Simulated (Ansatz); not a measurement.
# Nb: the cost of one run

Method: DFT PBE, scalar-relativistic, plane waves, PAW, in Ansatz 0.2.0.

The COD entry's cell or inner coordinates are ideal or old and differ from later refinements, so a difference from it is no clean test against experiment.

### 1 The starting structure

The structure is cubic, space group Im-3m (No. 229). The conventional cell has a = 3.311 Å, b = 3.311 Å, c = 3.311 Å, α = 90.00°, β = 90.00°, γ = 90.00°. Nb (site symmetry m-3m) is surrounded by 8 Nb at 2.87 Å.

Structure file:

```cif
data_structure
_symmetry_space_group_name_H-M 'Im-3m'
_symmetry_Int_Tables_number 229
_cell_length_a 3.3111
_cell_length_b 3.3111
_cell_length_c 3.3111
_cell_angle_alpha 90.000
_cell_angle_beta 90.000
_cell_angle_gamma 90.000
_cell_volume 36.30
loop_
_atom_site_label
_atom_site_type_symbol
_atom_site_symmetry_multiplicity
_atom_site_Wyckoff_symbol
_atom_site_fract_x
_atom_site_fract_y
_atom_site_fract_z
_atom_site_occupancy
Nb1 Nb 2 a 0.00000 0.00000 0.00000 1
```

It is the result of an earlier relaxation at this level (volume 18.15 Å³/atom; gap on the mesh: none (metal)).

### 2 Bulk reference on the slab's mesh

Input file input.yaml:

```yaml
crystal:
  lattice:
    - [3.3111160012, 0.0, 0.0]
    - [0.0, 3.3111160012, 0.0]
    - [1.6555580006, -1.6555580006, 1.6555580006]
  atoms:
    - { symbol: Nb, position: [0.0, 0.0, 0.0] }
basis:
  ecutwfc: 420
kpoints:
  mp_grid: { grid: [10, 10, 20] }
hamiltonian:
  xc: pbe
scf:
  occupations: { method: gaussian, width: 0.1 }
output:
  forces: true
  stress: true
  eigenvalues: true
```

Launch:

```bash
ansatz run input.yaml --threads 1 --pin off --max-ram 2560MiB --backend cpu --events-out ev --progress --plain --runs-dir out
```

**Question.** How long does this run take on 1 thread of Intel Xeon at 2.50GHz (Skylake/Cascade Lake), shared host, and how much memory does it need?

About 2.4 s, with a peak of 0.3 GiB.
